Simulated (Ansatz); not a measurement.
# GeSb4Te7: the cost of one run

Method: DFT PBE, scalar-relativistic, plane waves, PAW, in Ansatz 0.2.0.

2 further runs of the same task are left out: 2 set aside as unsound or not needed.

## (1) The system as given

The structure is trigonal, space group P-3m1 (No. 164). The conventional cell has a = 4.320 Å, b = 4.320 Å, c = 24.561 Å, α = 90.00°, β = 90.00°, γ = 120.00°. Around Ge (site symmetry -3m) lie 6 Te at 3.02 Å. Around Sb (site symmetry 3m) lie 6 Te at 3.02 to 3.20 Å. Around Sb (site symmetry 3m) lie 6 Te at 3.02 to 3.21 Å. Around Te (site symmetry 3m) lie 3 Sb at 3.02 Å. Te (site symmetry 3m) has 3 Ge at 3.02 Å and 3 Sb at 3.21 Å as nearest neighbours. Te (site symmetry -3m) is surrounded by 6 Sb at 3.20 Å.

Structure file:

```cif
data_structure
_symmetry_space_group_name_H-M 'P-3m1'
_symmetry_Int_Tables_number 164
_cell_length_a 4.3196
_cell_length_b 4.3196
_cell_length_c 24.5613
_cell_angle_alpha 90.000
_cell_angle_beta 90.000
_cell_angle_gamma 120.000
_cell_volume 396.89
loop_
_atom_site_label
_atom_site_type_symbol
_atom_site_symmetry_multiplicity
_atom_site_Wyckoff_symbol
_atom_site_fract_x
_atom_site_fract_y
_atom_site_fract_z
_atom_site_occupancy
Ge1 Ge 1 b 0.00000 0.00000 0.50000 1
Sb1 Sb 2 d 0.66667 0.33333 0.91867 1
Sb2 Sb 2 d 0.33333 0.66667 0.34870 1
Te1 Te 2 d 0.33333 0.66667 0.84908 1
Te2 Te 2 c 0.00000 0.00000 0.72061 1
Te3 Te 2 d 0.66667 0.33333 0.43094 1
Te4 Te 1 a 0.00000 0.00000 0.00000 1
```

It goes back to an entry of the Materials Project.

This cell was relaxed beforehand with the same method: volume 33.07 Å³/atom, gap on the mesh 0.36 eV.

## (2) A stricter relaxation

Response functions are second derivatives at a minimum, so forces and stress are first brought close to zero on the mesh and occupations that the response runs use.

Contents of input.yaml:

```yaml
crystal:
  lattice:
    - [4.3195762133, 0.0, 0.0]
    - [-2.1597881067, 3.7408627343, 0.0]
    - [0.0, 0.0, 24.5613487811]
  atoms:
    - { symbol: Ge, position: [0.0, 0.0, 0.5] }
    - { symbol: Sb, position: [0.6666666667, 0.3333333333, 0.9186676502] }
    - { symbol: Sb, position: [0.3333333333, 0.6666666667, 0.3486979583] }
    - { symbol: Sb, position: [0.3333333333, 0.6666666667, 0.0813323498] }
    - { symbol: Sb, position: [0.6666666667, 0.3333333333, 0.6513020417] }
    - { symbol: Te, position: [0.3333333333, 0.6666666667, 0.8490793282] }
    - { symbol: Te, position: [0.6666666667, 0.3333333333, 0.1509206718] }
    - { symbol: Te, position: [0.0, 0.0, 0.7206131967] }
    - { symbol: Te, position: [0.6666666667, 0.3333333333, 0.4309380597] }
    - { symbol: Te, position: [0.3333333333, 0.6666666667, 0.5690619403] }
    - { symbol: Te, position: [0.0, 0.0, 0.0] }
    - { symbol: Te, position: [0.0, 0.0, 0.2793868033] }
basis:
  ecutwfc: 420
kpoints:
  mp_grid: { grid: [9, 9, 2] }
hamiltonian:
  xc: pbe
scf:
  occupations: { method: fixed }
output:
  forces: true
  stress: true
  eigenvalues: true
  write_density: true
  write_potential: true
  elf: true
  volumetric_format: npy
relax:
  adjacent_minimum: "off"
  f_tol: 0.001
  max_steps: 60
  cell: { stress_tol: 0.01 }
```

Started as:

```
> ansatz run input.yaml --threads 8 --pin off --max-ram 22528MiB --backend cpu --events-out ev --progress --plain --runs-dir out
```

What time and memory should one allow on 8 threads of AMD EPYC 7R43 (Zen 3), shared host?

About 49 s, with a peak of 2.5 GiB.
